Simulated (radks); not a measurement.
**Cr³⁺ in [Ar] 3d3: an all-electron calculation**

One table from this session's results is given with a row withheld; the runs are named, their logs left out.

Method: non-relativistic Kohn-Sham, TPSS, spin-polarised, spherical densities, point nucleus; open shells are filled with parallel spins first. Code: radks (a radial shooting solver on a logarithmic mesh, Libxc functionals) version 1.

## The atom as given

| Property | Result |
| --- | --- |
| element | chromium (Z = 24) |
| charge | +3 |
| electrons | 21 |
| configuration | [Ar] 3d3 |

The outer shells:

Cr³⁺
```
[Ar] core
3d [↑ ][↑ ][↑ ][  ][  ]
```

Set-up of the first run:

Settings of this run:

```text
Z 24
configuration [Ar] 3d3
relativity non-relativistic
functional tpss,tpss
spin polarised
nucleus point
```

The run is started by

```bash
$ python run_ks.py task.json out
```

The same process makes all the runs of this session.

One of the session's tables, all rows but one given; the rest of the session is left out.

It belongs to the step «Radial structure». From the orbitals of this run (lengths in bohr):

| level | <r> | outermost maximum (interpolated) | 90 % within | nodes |
| --- | --- | --- | --- | --- |
| 1s down | 0.06415 | 0.0422 | 0.114 | 0 |
| 1s up | 0.06415 | 0.0422 | 0.114 | 0 |
| 2s up | 0.2958 | 0.246 | 0.458 | 1 |
| 2s down | ? | ? | ? | ? |
| 2p up | 0.2612 | 0.199 | 0.428 | 0 |
| 2p down | 0.2607 | 0.199 | 0.427 | 0 |
| 3s up | 0.8943 | 0.778 | 1.33 | 2 |
| 3s down | 0.8966 | 0.777 | 1.34 | 2 |
| 3p up | 0.9392 | 0.792 | 1.44 | 1 |
| 3p down | 0.9442 | 0.791 | 1.45 | 1 |
| 3d up | 1.091 | 0.786 | 1.81 | 0 |
| 3d down | 1.122 | 0.788 | 1.88 | 0 |

Q: Estimate the row for 2s down from the others.

**Answer.** <r>: 0.2954; outermost maximum (interpolated): 0.246; 90 % within: 0.458; nodes: 1. In the column «<r>» it lies between 2p up (0.2612) and 2s up (0.2958).

Caveats from the session: Open shells are spherical and high-spin; term and fine-structure splittings are not resolved.
